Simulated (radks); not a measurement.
# Pr⁺ in [Xe] 4f3 6s1: an all-electron calculation

The task here is to estimate one member of a computed series from the others.

The numbers are computed with radks (a radial shooting solver on a logarithmic mesh, Libxc functionals) version 1 (scalar-relativistic Kohn-Sham, Wu-Cohen GGA, spin-unpolarised, spherical densities, finite nucleus), except any that are marked as measured or tabulated.

## Starting point

```
element            : praseodymium (Z = 59)
charge             : +1
electrons          : 58
configuration      : [Xe] 4f3 6s1
nuclear rms radius : 4.8919 fm
```

Outer shells as boxes (Hund's rule):

Pr⁺
```
[Xe] core
4f [↑ ][↑ ][↑ ][  ][  ][  ][  ]
6s [↑ ]
```

The first run:

Settings of this run:

```text
Z 59
configuration [Xe] 4f3 6s1
relativity scalar-relativistic
functional wc,pbe
spin unpolarised
nucleus finite rms 4.8919 fm
c 137.035999084
```

Run with:

```bash
python run_ks.py task.json out
```

All runs below come from this command, one after another.

One table of the session follows, with a row left open; its other results are not shown here.

It belongs to the step «Radial structure». Sizes of the orbitals, from the radial functions (bohr):

```
level      <r>  outermost maximum (interpolated)  90 % within  nodes
   1s  0.02410                            0.0154       0.0435      0
   2s        ?                                 ?            ?      ?
   2p  0.09054                            0.0703        0.147      0
   3s   0.2724                             0.249        0.400      2
   3p   0.2705                             0.244        0.405      1
   3d   0.2475                             0.200        0.387      0
   4s   0.6226                             0.579        0.894      3
   4p   0.6595                             0.604        0.960      2
   4d   0.7275                             0.636         1.09      1
   5s    1.507                              1.35         2.17      4
   5p    1.762                              1.53         2.58      3
   6s    4.063                              3.60         5.88      5
   4f    1.172                             0.692         2.10      0
```

Estimate the missing values for 2s.

**Answer.** <r>: 0.1031; outermost maximum (interpolated): 0.0873; 90 % within: 0.159; nodes: 1. In the column «<r>» it lies between 2p (0.09054) and 3d (0.2475).

To keep in mind: Spin polarisation and multiplet splitting are left out.
